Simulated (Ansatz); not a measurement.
# In7Sb6 zinc blende off disc (In₇Sb₆F₃): the relaxed shape and its frontier levels

What does In7Sb6 zinc blende off disc (In₇Sb₆F₃) look like as a singlet, and where do its frontier electrons sit?

Computed with Ansatz 0.2.0, Gaussian basis. Level: RKS PBE0-D4/def2-TZVP.

The runs, in order: relaxation at PBE-D4/def2-SVP; a single point at PBE0-D4/def2-TZVP.

1 further run of the same task is left out (set aside as unsound or not needed).

### Step 1. The system as given

16 atoms, charge 0, spin multiplicity 1.

Atoms are counted from 1 here; the program's logs count them from 0.

Bond lengths: Sb1–Sb5 2.610 Å, Sb1–In7 2.914 Å, Sb1–In8 3.220 Å, Sb1–F14 2.337 Å, Sb2–Sb3 2.817 Å, Sb2–In7 3.059 Å, Sb2–In9 3.053 Å, Sb2–In10 2.958 Å, Sb3–In7 2.857 Å, Sb3–In9 3.015 Å, Sb3–In13 3.135 Å, Sb4–Sb6 2.678 Å, Sb4–In11 2.903 Å, Sb4–In12 2.968 Å, Sb5–In11 2.854 Å, Sb6–In8 3.248 Å, Sb6–In10 2.953 Å, Sb6–In12 3.153 Å and more. Angles: Sb5–Sb1–In7 111.3°, Sb5–Sb1–In8 89.0°, Sb5–Sb1–F14 106.9°, In7–Sb1–In8 57.8°, In7–Sb1–F14 92.5°, In8–Sb1–F14 47.9°, Sb3–Sb2–In7 58.0°, Sb3–Sb2–In9 61.6°, Sb3–Sb2–In10 99.4°, In7–Sb2–In9 98.5°, In7–Sb2–In10 83.2°, In9–Sb2–In10 58.7°, Sb2–Sb3–In7 65.2°, Sb2–Sb3–In9 63.0°, Sb2–Sb3–In13 108.0°, In7–Sb3–In9 104.1°, In7–Sb3–In13 63.7°, In9–Sb3–In13 84.6° and more.

As a file:

```xyz
16
F3In7Sb6
Sb   -3.11925    1.83344    0.92634
Sb   -1.28342   -3.01542    1.18554
Sb   -1.24358   -2.93854   -1.63043
Sb    2.81488    1.57133   -1.01394
Sb   -2.25016    4.08757   -0.06015
Sb    3.15250    0.59421    1.45659
In   -1.85465   -0.44672   -0.37412
In   -0.07057    0.98821    1.52802
In    1.27474   -3.85771   -0.25164
In    1.30016   -1.68726    1.74195
In    0.18585    2.77836   -0.76700
In    2.86373   -1.39620   -0.97217
In    0.48839   -0.47709   -2.50918
F    -1.95775    1.47143    2.92205
F    -0.94136    1.27873   -1.95950
F     0.64050   -0.78433   -0.22238
```

In, Sb take a core potential in the def2 sets. No spin-orbit coupling is included.

The start is a GFN1-xTB geometry.

### Step 2. Optimising with PBE-D4/def2-SVP

Input file in.yaml:

```yaml
crystal:
  periodic: [false, false, false]
  atoms:
    - {symbol: Sb, position_ang: [-3.119250, 1.833440, 0.926340]}
    - {symbol: Sb, position_ang: [-1.283420, -3.015420, 1.185540]}
    - {symbol: Sb, position_ang: [-1.243580, -2.938540, -1.630430]}
    - {symbol: Sb, position_ang: [2.814880, 1.571330, -1.013940]}
    - {symbol: Sb, position_ang: [-2.250160, 4.087570, -0.060150]}
    - {symbol: Sb, position_ang: [3.152500, 0.594210, 1.456590]}
    - {symbol: In, position_ang: [-1.854650, -0.446720, -0.374120]}
    - {symbol: In, position_ang: [-0.070570, 0.988210, 1.528020]}
    - {symbol: In, position_ang: [1.274740, -3.857710, -0.251640]}
    - {symbol: In, position_ang: [1.300160, -1.687260, 1.741950]}
    - {symbol: In, position_ang: [0.185850, 2.778360, -0.767000]}
    - {symbol: In, position_ang: [2.863730, -1.396200, -0.972170]}
    - {symbol: In, position_ang: [0.488390, -0.477090, -2.509180]}
    - {symbol: F, position_ang: [-1.957750, 1.471430, 2.922050]}
    - {symbol: F, position_ang: [-0.941360, 1.278730, -1.959500]}
    - {symbol: F, position_ang: [0.640500, -0.784330, -0.222380]}
basis:
  gaussian: {orbitals: def2-SVP}
hamiltonian: {xc: pbe, dispersion: d4}
scf: {lower_state_search: "off"}
output: {orbitals: {seedname: orbitals}}
relax: {f_tol: 0.03, max_steps: 70}
```

The run is started by

```sh
ansatz run in.yaml --threads 2 --pin off --events-out ev --progress --plain --max-ram 32768MiB --backend cuda --devices 0, --max-vram 18GiB
```

The runs that follow: Single point, PBE0-D4/def2-TZVP.

Q: Predict the results of all the runs planned. Wanted: point group; commonest bond; HOMO, LUMO at PBE0-D4/def2-TZVP; dipole at PBE-D4/def2-SVP.

As calculated:

| quantity | value |
| --- | --- |
| point group | C1 |
| commonest bond | In–Sb, 10 of mean length 2.969 Å |
| HOMO, LUMO at PBE0-D4/def2-TZVP | -5.04, -3.32 eV |
| dipole at PBE-D4/def2-SVP | 4.94 D |

In words: The relaxation broke 3 and made 0 bonds, so the end is another structure than the start. No usable vibrations, so a minimum isn't proven. Whether this spin is the lowest isn't tested here. The point group is read from a loosely relaxed geometry; soft torsions can leave it below the true symmetry.
